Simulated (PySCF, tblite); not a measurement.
# C₆H₈NO₂−: a rotation path, then NMR shifts on frames

How do NMR shifts of C₆H₈NO₂− (`N#CCCCCC(=O)[O-]`) change as the atoms move?

The runs use tblite 0.8.0 and PySCF 2.14.0, with density-fitted response routines of our own; the level of theory stands in each step. All values are computed, except where a source is named. Atoms count from 0, in the outputs and in this text.

**1. The starting structure**

17 atoms, charge -1, multiplicity 1; geometry from: GFN2-xTB.

Bonds of the start (Å): N0–C1 1.15, C1–C2 1.43, C2–C3 1.54, C3–C4 1.53, C4–C5 1.53, C5–C6 1.58, C6–O7 1.23, C6–O8 1.25, C2–H9 1.11, C2–H10 1.10, C3–H11 1.09, C3–H12 1.10, C4–H13 1.09, C4–H14 1.10, C5–H15 1.09, C5–H16 1.09.

**2. The rotation path with GFN2-xTB**

The job: settings as JSON, then the geometry in Å.

```
{"job": {"kind": "neb", "xc": "GFN2-xTB", "basis": "xTB", "atoms": [2, 3, 4, 5], "turn": 120}, "charge": -1, "multiplicity": 1}
N     -2.619839    -1.964460    -0.079567
C     -1.916334    -1.250357    -0.639862
C     -1.065953    -0.353990    -1.352823
C     -0.739349     0.919010    -0.559616
C     -0.070637     0.624986     0.785305
C      1.103245    -0.350150     0.677386
C      2.038759    -0.012329    -0.556200
O      2.895971     0.856628    -0.376634
O      1.801018    -0.666334    -1.591574
H     -0.095409    -0.840145    -1.576422
H     -1.549258    -0.098384    -2.301773
H     -0.050076     1.507899    -1.167611
H     -1.648377     1.510886    -0.395593
H      0.293619     1.573076     1.191796
H     -0.818346     0.224654     1.482886
H      1.699221    -0.295416     1.592172
H      0.734745    -1.373544     0.564129
```

Method: GFN2-xTB climbing-image nudged elastic band, gas phase.

The run is started by

```bash
> OMP_NUM_THREADS=1 python probes_run.py task.json out
```

The driver reads the jobs from task.json and runs them one after another.

The log of the run:

```text
image   E - E0 / eV
  0      -0.0000
  1       0.0523
  2       0.1135
  3       0.1655
  4       0.2137
  5       0.2464
  6       0.2555
  7       0.2459
  8       0.2308
```

Run time: 4.7 s. Hardware: 1 thread of Arm Neoverse V1, shared host; peak memory 0.18 GiB.

The final band, with the dihedral C2–C3–C4–C5:

```csv
image,dihedral (°),energy (eV),energy (kcal/mol)
0,49,0.000,0.0
1,61,0.052,1.2
2,74,0.114,2.6
3,89,0.166,3.8
4,104,0.214,4.9
5,120,0.246,5.7
6,135,0.256,5.9
7,151,0.246,5.7
8,163,0.231,5.3
```

**3. Nuclear shieldings: image 0, PBE0/pcSseg-1**

The job: settings as JSON, then the geometry in Å.

```
{"job": {"kind": "nmr", "xc": "PBE0", "basis": "pcSseg-1", "pop": false}, "charge": -1, "multiplicity": 1}
N     -2.619800    -1.964500    -0.079600
C     -1.916300    -1.250400    -0.639900
C     -1.066000    -0.354000    -1.352800
C     -0.739300     0.919000    -0.559600
C     -0.070600     0.625000     0.785300
C      1.103200    -0.350200     0.677400
C      2.038800    -0.012300    -0.556200
O      2.896000     0.856600    -0.376600
O      1.801000    -0.666300    -1.591600
H     -0.095400    -0.840100    -1.576400
H     -1.549300    -0.098400    -2.301800
H     -0.050100     1.507900    -1.167600
H     -1.648400     1.510900    -0.395600
H      0.293600     1.573100     1.191800
H     -0.818300     0.224700     1.482900
H      1.699200    -0.295400     1.592200
H      0.734700    -1.373500     0.564100
```

Method: GIAO PBE0/pcSseg-1 NMR shielding, non-relativistic, gas phase.

The log of the run:

```text
coarse grid: 14712 points
cycle   1  E = -437.8436459893  dE =  1.257e+00  |g| = 1.121e+00  |ddm| = 3.741e+00
cycle   2  E = -437.4360714136  dE =  4.076e-01  |g| = 1.856e+00  |ddm| = 3.260e+00
cycle   3  E = -438.0789272095  dE = -6.429e-01  |g| = 2.286e-01  |ddm| = 2.335e+00
cycle   4  E = -438.0880653521  dE = -9.138e-03  |g| = 1.231e-01  |ddm| = 2.450e-01
cycle   5  E = -438.0908602012  dE = -2.795e-03  |g| = 4.691e-02  |ddm| = 1.063e-01
cycle   6  E = -438.0913232498  dE = -4.630e-04  |g| = 6.469e-03  |ddm| = 3.828e-02
cycle   7  E = -438.0913322141  dE = -8.964e-06  |g| = 2.005e-03  |ddm| = 7.099e-03
final grid: 143632 points
cycle   8  E = -438.1668755698  dE = -5.341e-05  |g| = 1.375e-02  |ddm| = 4.482e-02
cycle   9  E = -438.1668249685  dE =  5.060e-05  |g| = 2.135e-02  |ddm| = 2.678e-02
cycle  10  E = -438.1669132190  dE = -8.825e-05  |g| = 1.563e-03  |ddm| = 1.669e-02
cycle  11  E = -438.1669136703  dE = -4.512e-07  |g| = 4.648e-04  |ddm| = 1.301e-03
cycle  12  E = -438.1669137005  dE = -3.021e-08  |g| = 2.753e-04  |ddm| = 4.728e-04
cycle  13  E = -438.1669137158  dE = -1.532e-08  |g| = 7.345e-05  |ddm| = 2.256e-04
cycle  14  E = -438.1669137169  dE = -1.121e-09  |g| = 1.606e-05  |ddm| = 6.732e-05
cycle  15  E = -438.1669137170  dE = -3.797e-11  |g| = 8.619e-06  |ddm| = 1.877e-05
converged SCF energy = -438.1669137170

GIAO shielding tensors (ppm)
atom      isotropic    diamagn.    paramagn.     s11        s22        s33       span
  0 N      -16.925     343.037    -359.962   -184.746   -161.891    295.863    480.609
  1 C       56.508     259.767    -203.259    -63.205    -58.988    291.717    354.922
  2 C      173.526     250.859     -77.333    159.035    175.519    186.026     26.991
  3 C      157.921     247.982     -90.061    148.789    159.580    165.395     16.606
  4 C      160.557     247.816     -87.259    152.143    161.120    168.409     16.267
  5 C      143.722     250.694    -106.972    113.898    143.498    173.771     59.873
  6 C       13.875     245.024    -231.149    -74.219     48.664     67.181    141.400
  7 O      -21.241     405.122    -426.363   -233.730    -65.092    235.098    468.829
  8 O      -18.872     407.041    -425.912   -235.840    -15.560    194.785    430.625
  9 H       23.779      27.945      -4.166     15.140     21.268     34.929     19.789
 10 H       30.270      28.036       2.234     24.855     29.169     36.785     11.930
 11 H       29.723      31.533      -1.810     26.371     27.869     34.928      8.557
 12 H       30.425      31.212      -0.787     25.364     29.115     36.796     11.432
 13 H       29.950      31.771      -1.821     25.219     28.074     36.556     11.337
 14 H       29.970      33.008      -3.038     26.306     28.426     35.176      8.869
 15 H       29.911      32.015      -2.104     26.975     28.322     34.436      7.461
 16 H       29.666      33.427      -3.761     27.557     29.493     31.948      4.391
```

Wall time 36 s (1 thread of Arm Neoverse V1, shared host); peak memory 0.86 GiB.

Shifts follow as δ = σ(reference) − σ, with reference shieldings (ppm) from runs at the same level and on the same kind of geometry: 1H TMS 31.72, 13C TMS 186.9, 15N NH3 267.7, 17O H2O 336.1. The references are single molecules in the gas phase, so shifts against H2O, NH3, PH3, H3PO4 or CFCl3 are not on the usual liquid scales and can be off by tens of ppm. Each atom is listed at this fixed geometry, with no averaging over motion; a spectrum would average atoms that exchange fast.

| atoms | environment | σ (ppm) | δ (ppm) |
| --- | --- | --- | --- |
| C6 | carboxylate carbon | 13.9 | 173.0 |
| C1 | nitrile carbon | 56.5 | 130.4 |
| C5 | sp3 CH2 α to a carbonyl | 143.7 | 43.2 |
| C3 | sp3 CH2 | 157.9 | 29.0 |
| C4 | sp3 CH2 | 160.6 | 26.4 |
| C2 | sp3 CH2 α to a nitrile | 173.5 | 13.4 |
| H9 | hydrogen on an sp3 CH2 α to a nitrile | 23.78 | 7.94 |
| H16 | hydrogen on an sp3 CH2 α to a carbonyl | 29.67 | 2.05 |
| H11 | hydrogen on an sp3 CH2 | 29.72 | 1.99 |
| H15 | hydrogen on an sp3 CH2 α to a carbonyl | 29.91 | 1.81 |
| H13 | hydrogen on an sp3 CH2 | 29.95 | 1.77 |
| H14 | hydrogen on an sp3 CH2 | 29.97 | 1.75 |
| H10 | hydrogen on an sp3 CH2 α to a nitrile | 30.27 | 1.45 |
| H12 | hydrogen on an sp3 CH2 | 30.43 | 1.29 |
| N0 | nitrile nitrogen | -16.9 | 284.7 |
| O7 | carboxylate oxygen | -21.2 | 357.3 |
| O8 | carboxylate oxygen | -18.9 | 355.0 |

Orbitals, density, ELF and potential are computed afterwards from the orbital file.

Frontier orbitals at PBE0/pcSseg-1, with the share of their density that lies nearest to each atom:

```csv
orbital,energy (eV),lies on
HOMO,-1.65,O7 74 %; O8 9 %; C5 7 %
LUMO,4.28,N0 23 %; C1 21 %; H10 21 %
```

ELF in a plane through or near 4 of the atoms.

Values, 10 rows by 14 columns:
```
0.00 0.00 0.00 0.00 0.00 0.00 0.00 0.00 0.00 0.00 0.00 0.00 0.00 0.00
0.00 0.00 0.00 0.00 0.00 0.00 0.01 0.03 0.01 0.00 0.00 0.00 0.00 0.00
0.00 0.00 0.00 0.00 0.00 0.03 0.18 0.97 0.83 0.00 0.00 0.00 0.00 0.00
0.00 0.00 0.00 0.02 0.05 0.24 0.50 0.98 0.62 0.01 0.08 0.06 0.00 0.00
0.00 0.00 0.02 0.03 0.08 0.54 0.73 0.63 0.15 0.13 0.37 0.20 0.01 0.00
0.00 0.04 0.59 0.83 0.45 0.72 0.12 0.20 0.69 0.68 0.32 0.12 0.01 0.00
0.00 0.07 0.62 0.79 0.68 0.57 0.30 0.47 0.82 0.78 0.43 0.01 0.00 0.00
0.00 0.00 0.20 0.20 0.09 0.83 0.78 0.06 0.28 0.47 0.50 0.01 0.00 0.00
0.00 0.00 0.00 0.00 0.22 0.61 0.37 0.01 0.00 0.01 0.00 0.00 0.00 0.00
0.00 0.00 0.00 0.00 0.00 0.00 0.00 0.00 0.00 0.00 0.00 0.00 0.00 0.00
```
The map spans 10.9 Å across and 9.1 Å up, centred on the molecule. Atoms in the plane (x, y in Å): C2 (1.4, -0.7), C4 (-0.4, 1.1), C6 (-1.8, -0.9), H14 (0.2, 1.9).

log10 of the density (e/Å³) in the same plane.

Ten even steps from '0' (-4.0) to '9' (2.0):
```
0000000000000000000000000000
0000000000000000000000000000
0000000000112222110000000000
0000000011223333321000000000
0000001122344454432100000000
0000011233455665432221100000
0000012344566666543333221000
0000123345567765544443321100
0001234445666665544544332100
0012345555666665555554432100
0023566666655556676654332100
0134567777655456797654321000
0133567777665456676654321000
0023456666666556666544210000
0012344456666544444433210000
0001223345555433333322100000
0000012234444322222211000000
0000000123333210000000000000
0000000000110000000000000000
0000000000000000000000000000
```
The map spans 10.9 Å across and 9.1 Å up, centred on the molecule. Atoms in the plane (x, y in Å): C2 (1.4, -0.7), C4 (-0.4, 1.1), C6 (-1.8, -0.9), H14 (0.2, 1.9).

On the surface of density 0.002 e/bohr³ the electrostatic potential runs, from the 1st to the 99th percentile, from -6.36 V near O7 to -2.04 V near H10.

**4. NMR shieldings: image 3, PBE0/pcSseg-1**

The job: settings as JSON, then the geometry in Å.

```
{"job": {"kind": "nmr", "xc": "PBE0", "basis": "pcSseg-1", "pop": false}, "charge": -1, "multiplicity": 1}
N     -3.407700    -1.196700     0.168700
C     -2.507500    -0.907500    -0.479100
C     -1.397500    -0.534800    -1.308500
C     -0.597700     0.632300    -0.711600
C     -0.012500     0.322700     0.671400
C      1.371800    -0.321100     0.606300
C      2.328100     0.494600    -0.371100
O      2.859200     1.501600     0.109100
O      2.414200     0.036500    -1.521900
H     -0.740400    -1.398400    -1.436400
H     -1.793400    -0.252100    -2.290500
H      0.226900     0.850700    -1.391300
H     -1.243800     1.513700    -0.656300
H      0.081000     1.262100     1.221500
H     -0.708100    -0.320100     1.229500
H      1.813300    -0.319000     1.606700
H      1.307100    -1.352500     0.249300
```

Method: GIAO PBE0/pcSseg-1 NMR shielding, non-relativistic, gas phase.

The log of the run:

```text
coarse grid: 14712 points
cycle   1  E = -437.8310370413  dE =  1.245e+00  |g| = 1.132e+00  |ddm| = 3.709e+00
cycle   2  E = -437.3344193805  dE =  4.966e-01  |g| = 1.945e+00  |ddm| = 3.910e+00
cycle   3  E = -438.0720286332  dE = -7.376e-01  |g| = 2.326e-01  |ddm| = 3.120e+00
cycle   4  E = -438.0804838574  dE = -8.455e-03  |g| = 1.445e-01  |ddm| = 2.566e-01
cycle   5  E = -438.0844198164  dE = -3.936e-03  |g| = 5.452e-02  |ddm| = 1.244e-01
cycle   6  E = -438.0850416335  dE = -6.218e-04  |g| = 7.412e-03  |ddm| = 4.462e-02
cycle   7  E = -438.0850533766  dE = -1.174e-05  |g| = 2.838e-03  |ddm| = 9.094e-03
cycle   8  E = -438.0850548507  dE = -1.474e-06  |g| = 1.388e-03  |ddm| = 3.539e-03
final grid: 143632 points
cycle   9  E = -438.1596300639  dE = -2.531e-05  |g| = 1.315e-02  |ddm| = 3.211e-02
cycle  10  E = -438.1595810505  dE =  4.901e-05  |g| = 2.091e-02  |ddm| = 2.523e-02
cycle  11  E = -438.1596629187  dE = -8.187e-05  |g| = 2.116e-03  |ddm| = 1.624e-02
cycle  12  E = -438.1596637623  dE = -8.436e-07  |g| = 5.934e-04  |ddm| = 1.924e-03
cycle  13  E = -438.1596638232  dE = -6.097e-08  |g| = 1.589e-04  |ddm| = 5.247e-04
cycle  14  E = -438.1596638281  dE = -4.844e-09  |g| = 5.717e-05  |ddm| = 1.620e-04
cycle  15  E = -438.1596638287  dE = -5.903e-10  |g| = 2.684e-05  |ddm| = 6.115e-05
converged SCF energy = -438.1596638287

GIAO shielding tensors (ppm)
atom      isotropic    diamagn.    paramagn.     s11        s22        s33       span
  0 N      -18.808     341.906    -360.714   -185.031   -176.659    305.265    490.296
  1 C       57.618     259.658    -202.040    -63.092    -56.027    291.974    355.067
  2 C      170.071     248.950     -78.879    151.265    176.470    182.477     31.212
  3 C      160.197     248.781     -88.584    153.968    157.587    169.035     15.067
  4 C      158.869     248.608     -89.739    150.836    157.191    168.579     17.743
  5 C      141.371     248.800    -107.430    107.841    142.854    173.417     65.576
  6 C       14.178     245.564    -231.386    -75.690     54.577     63.647    139.336
  7 O       -6.221     405.519    -411.740   -207.317    -50.117    238.770    446.087
  8 O      -27.100     407.910    -435.010   -252.433    -30.439    201.572    454.005
  9 H       29.201      30.169      -0.968     24.450     28.804     34.351      9.901
 10 H       29.696      27.366       2.330     24.017     28.560     36.512     12.495
 11 H       28.197      31.829      -3.632     22.983     26.835     34.773     11.790
 12 H       30.454      32.436      -1.982     25.046     29.780     36.536     11.490
 13 H       29.668      32.811      -3.143     24.700     28.230     36.074     11.374
 14 H       30.121      34.097      -3.976     25.386     30.079     34.897      9.511
 15 H       29.913      31.964      -2.051     27.057     28.512     34.169      7.111
 16 H       30.039      32.895      -2.856     27.761     29.542     32.814      5.053
```

Wall time 27 s (1 thread of Arm Neoverse V1, shared host); peak memory 0.95 GiB.

In short: δ C6 172.7, C1 129.3, C5 45.6, C4 28.1, H11 3.52, H9 2.52 ppm.

[end of part 1 of 2]
